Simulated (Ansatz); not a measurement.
# NbH2: a line through an energy map

One table from this session's results is given with a row withheld; the runs are named, their logs left out.

Method: DFT PBEsol, scalar-relativistic, plane waves, PAW, in Ansatz 0.2.0.

16 further runs of the same task are left out: 16 set aside as unsound or not needed.

## The structure to begin with

It takes space group Fm-3m (No. 225, cubic). The conventional cell has a = 4.517 Å, b = 4.517 Å, c = 4.517 Å, α = 90.00°, β = 90.00°, γ = 90.00°. Around Nb (site symmetry m-3m) lie 8 H at 1.96 Å. Around H (site symmetry -43m) lie 4 Nb at 1.96 Å.

Structure file:

```
CELL_PARAMETERS angstrom
0.00000 2.25874 2.25874
2.25874 0.00000 2.25874
2.25874 2.25874 0.00000
ATOMIC_POSITIONS crystal
Nb 0.00000 0.00000 0.00000
H 0.25000 0.25000 0.25000
H 0.75000 0.75000 0.75000
```

It is the result of an earlier relaxation at this level (volume 7.68 Å³/atom; gap on the mesh: none (metal)).

## The scan

The energy is mapped over volume and the cell's shape.

The axes are (1) volume per atom: 7 values from 7.068 to 8.297 Å³; (2) length along [111] over the lengths across it, relative to the cubic cell: 7 values from 0.834 to 1.200.

Nothing else is relaxed (fractional coordinates fixed). Energies count from the relaxed crystal. Points are written as (first, second).

Set-up of the first run:

Input file input.yaml:

```yaml
crystal:
  lattice:
    - [-0.0880254076, 2.1537082316, 2.1537082316]
    - [2.1537082316, -0.0880254076, 2.1537082316]
    - [2.1537082316, 2.1537082316, -0.0880254076]
  atoms:
    - { symbol: Nb, position: [0.0, 0.0, 0.0] }
    - { symbol: H, position: [0.25, 0.25, 0.25] }
    - { symbol: H, position: [0.75, 0.75, 0.75] }
basis:
  ecutwfc: 520.0
kpoints:
  mp_grid: { grid: [16, 16, 16] }
hamiltonian:
  xc: pbesol
  pseudopotentials: { kind: paw }
scf:
  occupations: { method: gaussian, width: 0.15 }
output:
  forces: true
  stress: true
  eigenvalues: true
  write_density: true
  write_potential: true
  elf: true
  volumetric_format: npy
```

The run is started by

```bash
> ansatz run input.yaml --threads 1 --pin off --max-ram 2048MiB --backend cpu --events-out ev --progress --plain --runs-dir out
```

Among the steps run: The run at (7.068 Å³, 0.941); The run at (7.273 Å³, 0.941); Grid point (7.478 Å³, 0.941); Grid point (7.683 Å³, 0.941); The run at (8.297 Å³, 0.941).

One of the session's tables, all rows but one given; the rest of the session is left out.

| volume per atom (Å³) | energy (meV/atom) | slope (meV/atom per Å³) | pressure (GPa) | largest force on an atom (eV/Å) |
| --- | --- | --- | --- | --- |
| 7.068 | 56 | −126 | 20.1 | 0.56 |
| 7.273 | ? | ? | ? | ? |
| 7.478 | 23 | −41 | 6.5 | 0.47 |
| 7.683 | 18 | −6 | 1.0 | 0.43 |
| 7.887 | 20 | 24 | −3.8 | 0.39 |
| 8.092 | 28 | 50 | −8.1 | 0.35 |
| 8.297 | 41 | 74 | −11.8 | 0.32 |

**Question.** Estimate the row for volume per atom (Å³) = 7.273.

Worked estimate for «energy (meV/atom)». A straight line through the neighbours (7.068, 56) and (7.478, 23) gives 56 + (23 − 56) × (7.273 − 7.068) / (7.478 − 7.068) = 40; a parabola fitted to 3 rows on both sides gives 36.

As computed: energy (meV/atom): 35; slope (meV/atom per Å³): −80; pressure (GPa): 12.9; largest force on an atom (eV/Å): 0.51. In «energy (meV/atom)» the line misses by +5 and the parabola by +1.

Energies count from the relaxed crystal. Rows without a step come from runs not printed here or follow by symmetry. Slopes come from the forces (and the stress, where the cell changes), not from differences of energies.
